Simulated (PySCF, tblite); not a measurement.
# C₄H₁₁BO₂: geometry, infrared bands and NMR shifts

What infrared bands and NMR shifts should C₄H₁₁BO₂ (`CCCOB(C)O`) show?

Programs: tblite 0.8.0 and PySCF 2.14.0, with density-fitted response routines of our own. Each step states its level of theory. These are calculated values for one molecule in the gas phase, unless marked as measured. Atoms count from 0, in the outputs and in this text.

## 1. Starting geometry

18 atoms, charge 0, multiplicity 1; geometry from: force field or distance geometry start.

Bonds of the start (Å): C0–C1 1.49, C1–C2 1.52, C2–O3 1.36, O3–B4 1.45, B4–C5 1.59, B4–O6 1.47, C0–H7 1.10, C0–H8 1.10, C0–H9 1.13, C1–H10 1.12, C1–H11 1.12, C2–H12 1.12, C2–H13 1.10, C5–H14 1.12, C5–H15 1.13, C5–H16 1.08, O6–H17 0.99.

## 2. Optimising the geometry with GFN2-xTB

What the job is given:

```
{"job": {"kind": "relax", "xc": "GFN2-xTB", "basis": "xTB"}, "charge": 0, "multiplicity": 1}
C     -2.676100     0.476000    -0.289500
C     -1.741300    -0.601900     0.133400
C     -0.326800    -0.174700    -0.206500
O      0.631900    -1.073900     0.126200
B      1.990000    -0.677300    -0.191700
C      2.350000     0.407300    -1.295100
O      2.953900    -0.763600     0.918600
H     -3.602500     0.531800     0.302900
H     -2.168500     1.456000    -0.239000
H     -2.963700     0.338700    -1.369400
H     -2.001500    -1.507400    -0.468100
H     -1.870000    -0.889300     1.209000
H     -0.335600    -0.056100    -1.323300
H     -0.185500     0.835700     0.213200
H      2.077900     1.398800    -0.841500
H      3.468200     0.479100    -1.404200
H      1.915000     0.245400    -2.270700
H      2.475900    -0.418300     1.719200
```

The run is started by

```sh
$ OMP_NUM_THREADS=1 python probes_run.py task.json out
```

This one command runs all jobs of the session in turn.

**Question.** This job is followed by: GFN2-xTB harmonic vibrations, gas phase; GIAO PBE0/pcSseg-1 NMR shielding, non-relativistic, gas phase. Predict these results of the whole session: strongest single infrared mode (GFN2-xTB); zero-point energy (GFN2-xTB); 13C shifts against TMS (PBE0/pcSseg-1); 1H shifts against TMS (PBE0/pcSseg-1, means over atoms taken as alike); 17O shifts against H2O (PBE0/pcSseg-1); 11B shifts against BF3·OEt2 (PBE0/pcSseg-1).

The runs gave:

```
                                                              quantity                             value
                             strongest single infrared mode (GFN2-xTB)             1251 cm⁻¹, 763 km/mol
                                          zero-point energy (GFN2-xTB)                     95.5 kcal/mol
                                13C shifts against TMS (PBE0/pcSseg-1)        71.2, 29.4, 11.2, -3.7 ppm
1H shifts against TMS (PBE0/pcSseg-1, means over atoms taken as alike)  3.94, 3.76, 1.74, 0.91, 0.26 ppm
                                17O shifts against H2O (PBE0/pcSseg-1)                  137.9, 127.0 ppm
                           11B shifts against BF3·OEt2 (PBE0/pcSseg-1)                          29.1 ppm
```

In words: Relaxing lowered the energy by 1.468 eV in 86 steps; the close pair that moved most is B4–O6, from 1.473 to 1.352 Å. All 48 modes are real, so the xTB geometry is a minimum. The strongest single mode, at 1251 cm⁻¹, moves mainly B4. Unscaled tight-binding wavenumbers are off by several per cent, some by more. Its intensities can rank the bands wrongly. At PBE0/pcSseg-1: Shielding is most anisotropic at O3 (span 228 ppm, paramagnetic term -202 ppm).
